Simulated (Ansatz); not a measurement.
# Mg (Magnesium): the cost of one run

Program: Ansatz 0.2.0 through its Python package. Level of theory: DFT PBE, all-electron LAPW. These are calculated values, not measurements.

### Step 1. The structure

It takes space group P6_3/mmc (No. 194, hexagonal). Conventional cell: a = 3.209 Å, b = 3.209 Å, c = 5.210 Å, α = 90.00°, β = 90.00°, γ = 120.00°. Mg (site symmetry -6m2) is surrounded by 12 Mg at 3.20 to 3.21 Å.

No structure file is read: the coordinates are typed or built in the script.

### Step 2. The script

eos_lapw_mg.py

```python
# -*- coding: utf-8 -*-
import ansatz as az
from ase.eos import EquationOfState
from ase.units import GPa
import numpy as np

vectors0 = np.array([
    [3.2093, 0.0, 0.0],
    [-1.60465, 2.779335, 0.0],
    [0.0, 0.0, 5.2103],
])
sites = [
    ("Mg", [1 / 3, 2 / 3, 0.25]),
    ("Mg", [2 / 3, 1 / 3, 0.75]),
]


def build(cell):
    crystal = az.Crystal(lattice=az.Lattice.of(cell))
    for symbol, position in sites:
        crystal = crystal.atom(symbol, position)
    return crystal

volumes, energies = [], []
for scale in np.linspace(0.94, 1.06, 5):
    cell = vectors0 * scale ** (1 / 3)
    calculation = (
        build(cell).calculation()
        .functional("pbe")
        .occupations("Fermi-Dirac", width=150 * az.meV)
        .kpoints(12, 12, 7)
        .pseudopotentials("all_electron", lapw=True)
    )
    summary = calculation.run().report
    volumes.append(abs(np.linalg.det(cell)) / len(sites))
    energies.append(summary["free_energy_ev"] / len(sites))
    print(f"{scale:.3f} {volumes[-1]:9.4f} A^3/atom {energies[-1]:16.5f} eV/atom  (estimated basis error {1000 * summary['lapw_basis_errors']['total_ev_per_atom']:.2f} meV/atom)")
v0, e0, bulk = EquationOfState(volumes, energies, eos="birchmurnaghan").fit()
print(f"V0 = {v0:.4f} A^3/atom, B0 = {bulk / GPa:.1f} GPa")
```

### Step 3. What the engine is handed

The package turns the script's settings into the engine's input (first run):

```yaml
crystal:
  lattice:
    - [3.1437856987008512, 0.0, 0.0]
    - [-1.5718928493504256, 2.722597957466965, 0.0]
    - [0.0, 0.0, 5.10393750224069]
  atoms:
    - { symbol: Mg, position: [0.3333333333333333, 0.6666666666666666, 0.25] }
    - { symbol: Mg, position: [0.6666666666666666, 0.3333333333333333, 0.75] }
kpoints:
  mp_grid:
    grid: [12, 12, 7]
hamiltonian:
  xc: pbe
  pseudopotentials:
    kind: all_electron
    lapw: {}
scf:
  occupations:
    method: fermi_dirac
    width: 0.15
```

### Step 4. Launch

On the command line:

```console
> python eos_lapw_mg.py
```

**Question.** How long does this script take on 1 thread of Arm Neoverse V1, shared host, and how much memory does it need?

About 24 s, with a peak of 0.34 GiB.
